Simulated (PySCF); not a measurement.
**SbC: from the state search to spectroscopic constants**

One job finds the state of SbC, follows it along the bond with each method and fits the curves.

Computed with PySCF 2.14.0. Level: Sb aug-cc-pVDZ-PP with ECP28, C aug-cc-pVDZ, scalar-relativistic core potentials.

1 further run of the same task is left out (it didn't finish).

### 1 Input

Settings of the job:

| Property | Result |
| --- | --- |
| atoms | Sb, C |
| charge | 0 |
| basis | Sb aug-cc-pVDZ-PP with ECP28, C aug-cc-pVDZ |
| Hamiltonian | scalar-relativistic core potentials |
| basis functions | 55 |
| electrons treated | 29 |
| masses in u | 120.9038, 12.0000 |
| levels | PBE0, PBE, r²SCAN, PBEsol, LDA, M06, HSE06, HF, MP2, SCS-MP2 |
| grid | 80 radial by 434 angular points |
| occupations | held fixed by the projection of orbital angular momentum |
| dissociation limit | Sb + C, each in its ground configuration |
| starting distance in angstrom | 2.075 |
| values of 2S to try | 1, 3, 5 |

The run is started by

```sh
> OMP_NUM_THREADS=1 python dia.py task.json out
```

The runs that follow: First curve: PBE0; Excited determinants; PBE (GGA); r²SCAN (meta-GGA); PBEsol (GGA); LDA (local density); M06; HSE06 (range-separated hybrid); ROHF.

Q: Predict the outcome of this session. Wanted: for each run, Re; ωe; De; μ.

As calculated:

Lowest PBE0 solution found, without spin–orbit coupling: Ms = 0.5 determinant of mixed spin (⟨S²⟩ = 1.06), unpaired electrons σ ↑. State 2 has its PBE0 minimum 0.38 eV higher. State 3 has its PBE0 minimum 1.52 eV higher. State 4 has its PBE0 minimum 1.63 eV higher. The other levels ran on the lowest alone.

| level | Re (Å) | ωe (cm⁻¹) | De (eV) | μ (D) |
| --- | --- | --- | --- | --- |
| ROHF | 1.847 | 976 | -0.309 | -2.17 |
| ROHF-MP2 | 1.933 | 796 | 3.34 | n/a |
| ROHF-SCS-MP2 | 1.929 | 802 | 3.10 | n/a |
| LDA | 1.880 | 866 | 4.69 | -2.26 |
| PBE | 1.900 | 836 | 3.83 | -2.29 |
| PBEsol | 1.891 | 851 | 4.11 | -2.23 |
| r²SCAN | 1.900 | 783 | 3.31 | -1.98 |
| PBE0 | 1.893 | 793 | 3.18 | -2.11 |
| M06 | 1.894 | 821 | 3.73 | -2.50 |
| HSE06 | 1.893 | 799 | 3.26 | -2.12 |

De is counted to Sb + C in their ground configurations. A positive dipole means Sb(−)C(+). ⟨S²⟩ is off the pure value of 0.75 by over a tenth at r²SCAN 1.08, PBE0 1.06, M06 0.95, HSE06 1.03.

What this shows: The methods spread over 0.086 Å in bond length, from ROHF to ROHF-MP2. Among the levels with a De in the table, it runs from -0.309 eV (ROHF) to 4.69 eV (LDA).

Correlated steps freeze 5 core orbitals. Spin–orbit coupling is left out, which matters for elements this heavy, above all for dissociation energies. A negative De means that the minimum lies above the separated atoms at that level. With spin–orbit coupling the term label itself may not hold.
